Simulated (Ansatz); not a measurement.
**C₂H₆FInO: up Jacob's ladder to CCSD(T)**

One table from this session's results is given with a row withheld; the runs are named, their logs left out.

The runs use Ansatz 0.2.0, Gaussian basis; functionals in def2-TZVPP, the program's frozen cores in correlated methods.

Plan: LDA (SPW92), PBE-D4, revPBE-D4, BLYP-D4, r2SCAN-D4, B97M-V, PBE0-D4, B3LYP-D4, r2SCANh-D4, r2SCAN0-D4, HSE06-D4, BHLYP-D4, CAM-B3LYP-D4, LC-ωPBE, ωB97X-V, ωB97M-V, B2PLYP, PBE-QIDH; CCSD(T)/def2-SVP; CCSD(T)/def2-TZVPP; MP2/def2-QZVPP; extrapolation to the limit; RPA on PBE.

## The geometry

The geometry comes from an earlier relaxation with PBE0-D4 in a triple-zeta def2 set; it is a stationary point, not always the lowest conformer. In takes the def2 core potential; no spin-orbit term is included.

SMILES `C[CH2][In]([OH])[F]`, 11 atoms, charge 0, spin multiplicity 1.

Atoms are counted from 1 here; the program's logs count them from 0.

Bond lengths: C1–C2 1.521 Å, C1–H6 1.092 Å, C1–H7 1.094 Å, C1–H8 1.092 Å, C2–In3 2.144 Å, C2–H9 1.092 Å, C2–H10 1.092 Å, In3–O4 1.977 Å, In3–F5 1.955 Å, O4–H11 0.960 Å. Angles: C2–C1–H6 112.1°, C2–C1–H7 110.7°, C2–C1–H8 112.1°, H6–C1–H7 107.1°, H6–C1–H8 107.4°, H7–C1–H8 107.1°, C1–C2–In3 115.3°, C1–C2–H9 111.8°, C1–C2–H10 111.8°, In3–C2–H9 105.4°, In3–C2–H10 105.4°, H9–C2–H10 106.5°, C2–In3–O4 134.9°, C2–In3–F5 119.1°, O4–In3–F5 106.0°, In3–O4–H11 113.5°.

The first run:

Contents of in.yaml:

```yaml
crystal:
  periodic: [false, false, false]
  atoms:
    - {symbol: C, position_ang: [0.872901, 1.163962, 0.579164]}
    - {symbol: C, position_ang: [-0.567459, 0.770135, 0.291857]}
    - {symbol: In, position_ang: [-0.830345, -1.173198, -0.574829]}
    - {symbol: O, position_ang: [0.383559, -2.640644, -1.105975]}
    - {symbol: F, position_ang: [-2.636477, -1.787746, -0.999816]}
    - {symbol: H, position_ang: [1.483185, 1.181205, -0.326659]}
    - {symbol: H, position_ang: [0.919695, 2.165316, 1.018308]}
    - {symbol: H, position_ang: [1.353375, 0.481133, 1.283552]}
    - {symbol: H, position_ang: [-1.047011, 1.464091, -0.402271]}
    - {symbol: H, position_ang: [-1.175857, 0.767635, 1.199184]}
    - {symbol: H, position_ang: [1.309834, -2.448889, -0.941916]}
basis:
  gaussian: {orbitals: def2-TZVPP}
hamiltonian: {xc: lda}
output: {orbitals: {seedname: orbitals}}
```

Launch:

```console
> ansatz run in.yaml --threads 4 --pin off --events-out ev --progress --plain --max-ram 10444MiB
```

Among the steps run: LDA; PBE-D4 (GGA); revPBE-D4 (GGA); BLYP-D4 (GGA); r2SCAN-D4 (meta-GGA); B97M-V (meta-GGA); PBE0-D4 (hybrid); B3LYP-D4 (hybrid); r2SCANh-D4 (hybrid); r2SCAN0-D4 (hybrid); HSE06-D4 (hybrid); BHLYP-D4 (hybrid); CAM-B3LYP-D4 (range-separated); LC-ωPBE (range-separated); ωB97X-V (range-separated); ωB97M-V (range-separated); B2PLYP (double hybrid); PBE-QIDH (double hybrid).

One table of the session follows, with a row left open; its other results are not shown here.

It belongs to the step «Orbital energies across the functionals». 

| functional | HOMO (eV) | gap (eV) |
| --- | --- | --- |
| LDA (SPW92) | ? | ? |
| PBE-D4 | -6.75 | 4.57 |
| revPBE-D4 | -6.67 | 4.62 |
| BLYP-D4 | -6.65 | 4.47 |
| r2SCAN-D4 | -7.01 | 5.10 |
| B97M-V | -7.04 | 4.93 |
| PBE0-D4 | -8.06 | 6.75 |
| B3LYP-D4 | -7.85 | 6.20 |
| r2SCANh-D4 | -7.50 | 5.91 |
| r2SCAN0-D4 | -8.24 | 7.10 |
| HSE06-D4 | -7.66 | 5.98 |
| BHLYP-D4 | -9.25 | 8.70 |
| CAM-B3LYP-D4 | -9.41 | 8.97 |
| LC-ωPBE | -10.69 | 11.58 |
| ωB97X-V | -10.34 | 11.02 |
| ωB97M-V | -10.25 | 10.68 |

**Question.** Estimate the row for LDA (SPW92).

**Answer.** HOMO (eV): -6.98; gap (eV): 4.52. In the column «HOMO (eV)» it lies between r2SCAN-D4 (-7.01) and PBE-D4 (-6.75).
